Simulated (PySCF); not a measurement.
# FHg (HgF): the cost of one run

Programs: PySCF 2.14.0, with routines of our own; each step states its level. All values are computed. Atoms count from 0.

## 1. The system as given

2 atoms, charge 0, multiplicity 2; geometry from: GFN2-xTB.

## 2. Optimising the geometry at PBE0-D3(BJ)/def2-SVP

Job settings and geometry (Å):

```
{"job": {"xc": "PBE0", "basis": "def2-SVP", "d3": "d3bj", "grid": 1, "maxiter": 30, "shake": 0.01, "kind": "geom"}, "charge": 0, "multiplicity": 2}
F      1.166010    -0.029180     0.002220
Hg    -1.148520     0.000360    -0.014340
```

The run is started by

```sh
> OMP_NUM_THREADS=1 python heavy_run.py task.json out
```

This one command runs all jobs of the session in turn.

**Question.** How long does this first job take on 1 thread of Arm Neoverse N1, shared host, and how much memory does it need?

About 12 s, with a peak of 0.26 GiB.
